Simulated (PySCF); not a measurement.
**[Sm(NH3)]3+: other functionals and bases at one geometry**

One table from this session's results is given with a row withheld; the runs are named, their logs left out.

Method: several levels, as the steps say, no spin–orbit coupling; program: PySCF 2.14.0.

1 further run of the same task is left out (for a known fault of the program).

## The system as given

5 atoms, charge 3, spin multiplicity 1.

Bond lengths: Sm1–N2 2.373 Å, N2–H3 1.047 Å, N2–H4 1.047 Å, N2–H5 1.047 Å. Angles: Sm1–N2–H3 116.0°, Sm1–N2–H4 116.0°, Sm1–N2–H5 116.0°, H3–N2–H4 102.3°, H3–N2–H5 102.3°, H4–N2–H5 102.3°.

Coordinates:

```xyz
5
charge 3, multiplicity 1
Sm    0.0000    0.0000   -0.1532
N     0.0000    0.0000    2.2196
H     0.9412    0.0000    2.6777
H    -0.4706    0.8151    2.6777
H    -0.4706   -0.8151    2.6777
```

Formal oxidation states: Sm +3. Each metal's 5 4f electrons lie in its core potential, so multiplicities, spins and levels count the valence alone. An earlier session relaxed this geometry at PBE0, Sm lcecp-1-SVP with ECP51, N def2-SVP, H def2-SVP (singlet, point group C3v).

At PBE0 on the finer grid: E = -89.861009 Eh, HOMO -27.47 eV, LUMO -20.14 eV, Mulliken charge on Sm1 +2.49 e, largest force component 0.004 eV/Å. 

Levels to run: BP86; CAM-B3LYP; PBE0, TZVP. Hardware: 2 threads of Intel Xeon Platinum 8259CL at 2.50GHz (Skylake/Cascade Lake), shared host.

The first run:

Contents of run.py (the lines that set the calculation):

```python
mol = gto.M(atom='''
Sm     0.00000     0.00000    -0.15316
N      0.00000     0.00000     2.21959
H      0.94121     0.00004     2.67774
H     -0.47064     0.81510     2.67774
H     -0.47058    -0.81513     2.67774''',
    basis={'Sm': 'lcecp-1-SVP', 'N': 'def2-SVP', 'H': 'def2-SVP'},
    ecp={'Sm': 'lcecp-1-SVP'},
    charge=3, spin=0)
mf = dft.RKS(mol, xc='B88,P86')
mf.grids.atom_grid = (75, 302)  # f atoms: unpruned, at least (60, 302)
mf = mf.density_fit()  # fitting sets: Sm AutoAux, N def2-universal-JKFIT, H def2-universal-JKFIT
mf.conv_tol = 1e-08; mf.max_cycle = 55
mf.kernel(dm0)  # dm0: the density of the relaxed state
```

Started as:

```console
OMP_NUM_THREADS=2 python run.py
```

Among the steps run: BP86; CAM-B3LYP; PBE0, TZVP.

One of the session's tables, all rows but one given; the rest of the session is left out.

```
              level  HOMO (eV)  gap (eV)  charge on Sm1 (e)  dipole (D)  largest force component (eV/Å)
PBE0 (relaxed here)     -27.47      7.33               2.49        3.63                            0.00
               BP86          ?         ?                  ?           ?                               ?
          CAM-B3LYP     -28.79      9.74               2.50        3.47                            0.07
         PBE0, TZVP     -27.39      7.31               2.57        3.70                            0.32
```

Estimate the missing values for BP86.

The run gave: HOMO (eV): -26.18; gap (eV): 5.06; charge on Sm1 (e): 2.45; dipole (D): 3.94; largest force component (eV/Å): 0.40. In the column «HOMO (eV)» it is the highest.

The dipole of a charged species depends on the origin, so these sizes hold for this origin alone.

In one basis the HOMO–LUMO gap runs from 5.06 eV (BP86) to 9.74 eV (CAM-B3LYP). The largest leftover force, 0.40 eV/Å with BP86, stands at a geometry relaxed at another level. With 4f in the core, its levels are missing from HOMO and gap, and its count is fixed, so no charge can pass from the ligands into it. Total energies of different levels can't be compared.
